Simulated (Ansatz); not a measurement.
# AlGaH (quartet): the correlation ladder at scale of all distances = 1.989, 6-31G

How much of the correlation energy of AlGaH (quartet) does each wave-function method recover here?

The runs use Ansatz 0.2.0, Gaussian basis; 6-31G, core rule «outside noble gas», up to 19 orbitals frozen.

To be run: UHF; CCSD(T) on ROHF; CCSD(T) on UHF; BCCD(T) on ROHF; CISD; CCSDT(Q) on ROHF; CCSDT(Q) on UHF; CASSCF and MRCISD+Q, 5 electrons in 5 orbitals; CASSCF and NEVPT2, 5 electrons in 5 orbitals; CASSCF and MRCISD+Q, 7 electrons in 9 orbitals; CASSCF and NEVPT4(SD), 7 electrons in 9 orbitals; CASSCF and NEVPT2, 7 electrons in 9 orbitals; Full CI.

12 further runs of the same task are left out: 9 that didn't finish, 3 set aside as unsound or not needed.

## (1) What is computed

The geometry derives from a PBE0/def2-TZVP stationary point (not a proven minimum). All distances are scaled together. No spin-orbit coupling is included. The filled d shell of Ga may be among the frozen orbitals whatever the setting's name suggests; the logs give the count.

3 atoms, charge 0, spin multiplicity 4.

Atoms are counted from 1 here; the program's logs count them from 0.

No contacts short enough for the rule that draws bonds.

## (2) UHF

Input file in.yaml:

```yaml
crystal:
  periodic: [false, false, false]
  atoms:
    - {symbol: Al, position_ang: [0.000000, 0.000000, 4.094356]}
    - {symbol: Ga, position_ang: [0.000000, 0.000000, -0.497051]}
    - {symbol: H, position_ang: [0.000000, 0.000000, -3.597305]}
basis:
  gaussian: {orbitals: 6-31G}
magnetization: {spin_polarized: true, initial_magnetization: 3}
hamiltonian: {xc: hf}
output: {orbitals: {seedname: orbitals}}
```

The run is started by

```
ansatz run in.yaml --threads 1 --pin off --events-out ev --progress --plain --max-ram 2393MiB
```

The runs that follow: CCSD(T) on ROHF; CCSD(T) on UHF; BCCD(T) on ROHF; CISD; CCSDT(Q) on ROHF; CCSDT(Q) on UHF; CASSCF and MRCISD+Q, 5 electrons in 5 orbitals; CASSCF and NEVPT2, 5 electrons in 5 orbitals; CASSCF and MRCISD+Q, 7 electrons in 9 orbitals; CASSCF and NEVPT4(SD), 7 electrons in 9 orbitals; CASSCF and NEVPT2, 7 electrons in 9 orbitals; Full CI.

**Question.** What will the summary of the whole plan be? Wanted: FCI below the RHF energy; RMP2 from FCI; UMP2 from FCI; RCCSD from FCI; RCCSD(T) from FCI; UCCSD(T) from FCI; RCCSDT(Q) from FCI; UCCSDT(Q) from FCI; NEVPT2 pair from FCI.

**Answer**, as computed:

| quantity | value |
| --- | --- |
| FCI below the RHF energy | -1.6976 eV |
| RMP2 from FCI | +693.5 meV |
| UMP2 from FCI | +693.8 meV |
| RCCSD from FCI | +36.3 meV |
| RCCSD(T) from FCI | +22.4 meV |
| UCCSD(T) from FCI | +22.2 meV |
| RCCSDT(Q) from FCI | +0.7 meV |
| UCCSDT(Q) from FCI | +0.4 meV |
| NEVPT2 pair from FCI | +609.1 meV |
| MRCISD+Q pair from FCI | -11.8 meV |
| NEVPT2 valence from FCI | +182.5 meV |
| levels within 1 kcal/mol (43 meV) | RCCSD, UCCSD, RCCSD(T), UCCSD(T), BCCD(T), RCCSDT, UCCSDT, RCCSDT(Q), UCCSDT(Q), MRCISD+Q pair, MRCISD valence, MRCISD+Q valence |
| T1 diagnostic | 0.026 |
| effectively unpaired electrons | 3.12 |

RCCSD(T) misses by +22.4 meV, 1.3 % of the correlation energy. MRCISD+Q pair falls below full CI: the +Q correction isn't variational, and the cores differ from full CI's. One determinant dominates. Of the multireference levels listed MRCISD+Q pair comes nearest in total energy (-11.8 meV), which doesn't show that its space is the better one. These misses are within one basis, not against nature; the frozen cores of restricted and unrestricted runs differ, which can shift their rows.
